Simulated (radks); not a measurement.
# K⁸⁺ in [He] 2s1 2p6 3s1 3p1: an all-electron calculation

Wanted: eigenvalues, radial structure and energy terms of the potassium ion K8+.

Program: radks (a radial shooting solver on a logarithmic mesh, Libxc functionals) version 1. Level of theory: scalar-relativistic Kohn-Sham, BLYP, spin-unpolarised, spherical densities, finite nucleus. These are calculated values, not measurements, unless marked.

### 1 What is computed

- element: potassium (Z = 19)
- charge: +8
- electrons: 11
- configuration: [He] 2s1 2p6 3s1 3p1
- nuclear rms radius: 3.4349 fm

The outer shells:

K⁸⁺
```
[He] core
2s [↑ ]
2p [↑↓][↑↓][↑↓]
3s [↑ ]
3p [↑ ][  ][  ]
```

### 2 The run

Settings of this run:

```text
Z 19
configuration [He] 2s1 2p6 3s1 3p1
relativity scalar-relativistic
functional b88,lyp
spin unpolarised
nucleus finite rms 3.4349 fm
c 137.035999084
```

Launch:

```
$ python run_ks.py task.json out
```

This one command runs every case of the session in turn.

**Question.** What will this run give?

As calculated:

| quantity | value |
| --- | --- |
| total energy | -566.39920 hartree |
| exchange-correlation share of it | 4.89 % |
| −T/E | 1.0065 |
| highest occupied level | 3p, -154.48 eV |
| most extended occupied level | 3p, <r> = 1.04 bohr |
| radius at density 0.001 e/bohr³ | 2.17 bohr |
| maxima of the radial density | 2 |

What this shows: 3 principal shells are occupied and 2 maxima appear in the radial density; where shells overlap, one shows as a shoulder or not at all. Relativity lifts −T/E to 1.006. This is not the tabulated ground configuration, so its levels and sizes aren't those of the ground state, and no measured value stands beside it.
